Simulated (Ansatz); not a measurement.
# CH7ClSn: the cost of one run

All numbers below are computed with Ansatz 0.2.0 (RKS PBE-D4/def2-SVP).

### Step 1. The starting structure

Bond lengths: Sn1–C2 2.500 Å, C2–H3 1.110 Å, C2–H4 1.110 Å, C2–H5 1.110 Å, Sn1–H6 1.740 Å, Sn1–H7 1.739 Å, Sn1–H8 1.739 Å, Sn1–Cl9 2.710 Å. Angles (14 of 16 angles, heavy atoms first): C2–Sn1–Cl9 71.6°, Sn1–C2–H3 109.5°, Sn1–C2–H4 109.5°, Sn1–C2–H5 109.5°, C2–Sn1–H6 109.4°, C2–Sn1–H7 109.5°, C2–Sn1–H8 109.5°, H6–Sn1–Cl9 67.1°, H7–Sn1–Cl9 72.9°, H8–Sn1–Cl9 176.5°, H3–C2–H4 109.4°, H3–C2–H5 109.4°, H4–C2–H5 109.4°, H6–Sn1–H7 109.5°.

Coordinates:

```xyz
10

Sn    0.0000    0.0000    0.0000
C     0.0000    0.0000    2.5000
H    -0.9996   -0.3092    2.8705
H     0.7676   -0.7111    2.8705
H     0.2320    1.0203    2.8705
H     1.6408    0.0000   -0.5794
H    -0.8195    1.4198   -0.5794
H    -0.8195   -1.4198   -0.5794
Cl    1.4213    2.1433    0.8545
H     0.7721    1.1643    2.1403
```

### Step 2. A restrained relaxation towards end A

Springs on the bonds that form and break draw the guess towards this end; the thresholds are loose.

input.yaml

```yaml
crystal:
  periodic: [false, false, false]
  atoms:
    - { symbol: Sn, position_ang: [0.0, 0.0, 0.0] }
    - { symbol: C, position_ang: [0.0, 0.0, 2.5] }
    - { symbol: H, position_ang: [-0.9996, -0.3092, 2.8705] }
    - { symbol: H, position_ang: [0.7676, -0.7111, 2.8705] }
    - { symbol: H, position_ang: [0.232, 1.0203, 2.8705] }
    - { symbol: H, position_ang: [1.6408, 0.0, -0.5794] }
    - { symbol: H, position_ang: [-0.8195, 1.4198, -0.5794] }
    - { symbol: H, position_ang: [-0.8195, -1.4198, -0.5794] }
    - { symbol: Cl, position_ang: [1.4213, 2.1433, 0.8545] }
    - { symbol: H, position_ang: [0.7721, 1.1643, 2.1403] }
basis:
  gaussian: { orbitals: def2-SVP }
hamiltonian:
  xc: pbe
  dispersion: d4
relax:
  f_tol: 0.15
  max_steps: 25
  restrain:
    - { distance: [0, 8], at: 3.61, k: 30.0 }
    - { distance: [9, 1], at: 2.31, k: 30.0 }
    - { distance: [0, 1], at: 2.15, k: 30.0 }
    - { distance: [9, 8], at: 1.37, k: 30.0 }
```

Launch:

```console
> ansatz run input.yaml --threads 2 --pin off --max-ram 3072MiB --backend cpu --events-out ev --progress --plain --runs-dir out
```

What time and memory should one allow on 2 threads of Arm Neoverse V1, shared host?

About 20 s, with a peak of 0.13 GiB.
